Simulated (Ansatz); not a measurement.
# C3H6BN: the cost of one run

Program: Ansatz 0.2.0. Level of theory: RKS BHLYP-D4/def2-SVP. These are calculated values, not measurements.

## (1) The structure to begin with

Bond lengths: B1–N2 1.478 Å, N2–C3 1.444 Å, C3–C4 1.335 Å, C4–C5 1.300 Å, B1–H6 1.170 Å, B1–H7 1.231 Å, N2–H8 1.045 Å, C3–H9 1.053 Å, C5–H10 1.040 Å, C5–H11 1.091 Å. Angles: B1–N2–C3 122.0°, B1–N2–H8 116.9°, C3–N2–H8 121.0°, N2–B1–H6 125.3°, N2–B1–H7 119.7°, H6–B1–H7 115.0°, N2–C3–C4 118.2°, N2–C3–H9 118.5°, C4–C3–H9 122.7°, C3–C4–C5 172.2°, C4–C5–H10 120.6°, C4–C5–H11 116.9°, H10–C5–H11 122.5°.

Structure file:

```xyz
11

B    -0.6141    1.5012    1.7445
N    -0.1266    0.3407    0.9695
C    -0.2097    0.2933   -0.4710
C     0.3631   -0.7340   -1.1019
C     0.7563   -1.7868   -1.7553
H    -0.6085    1.5849    2.9112
H    -1.1101    2.4626    1.1568
H     0.3284   -0.4302    1.5083
H    -0.6005    1.1279   -0.9801
H     0.7128   -1.8112   -2.7942
H     1.1742   -2.6054   -1.1671
```

## (2) End point A

Contents of input.yaml:

```yaml
crystal:
  periodic: [false, false, false]
  atoms:
    - { symbol: B, position_ang: [-0.6141, 1.5012, 1.7445] }
    - { symbol: "N", position_ang: [-0.1266, 0.3407, 0.9695] }
    - { symbol: C, position_ang: [-0.2097, 0.2933, -0.471] }
    - { symbol: C, position_ang: [0.3631, -0.734, -1.1019] }
    - { symbol: C, position_ang: [0.7563, -1.7868, -1.7553] }
    - { symbol: H, position_ang: [-0.6085, 1.5849, 2.9112] }
    - { symbol: H, position_ang: [-1.1101, 2.4626, 1.1568] }
    - { symbol: H, position_ang: [0.3284, -0.4302, 1.5083] }
    - { symbol: H, position_ang: [-0.6005, 1.1279, -0.9801] }
    - { symbol: H, position_ang: [0.7128, -1.8112, -2.7942] }
    - { symbol: H, position_ang: [1.1742, -2.6054, -1.1671] }
basis:
  gaussian: { orbitals: def2-SVP }
hamiltonian:
  xc: { name: BHLYP }
  dispersion: d4
relax:
  f_tol: 0.015
  max_steps: 40
```

Run with:

```bash
$ ansatz run input.yaml --threads 2 --pin off --max-ram 3072MiB --backend cpu --events-out ev --progress --plain --runs-dir out
```

**Question.** How long does this run take on 2 threads of Intel Xeon Platinum 8259CL at 2.50GHz (Skylake/Cascade Lake), shared host, and how much memory does it need?

About 37 s, with a peak of 0.22 GiB.
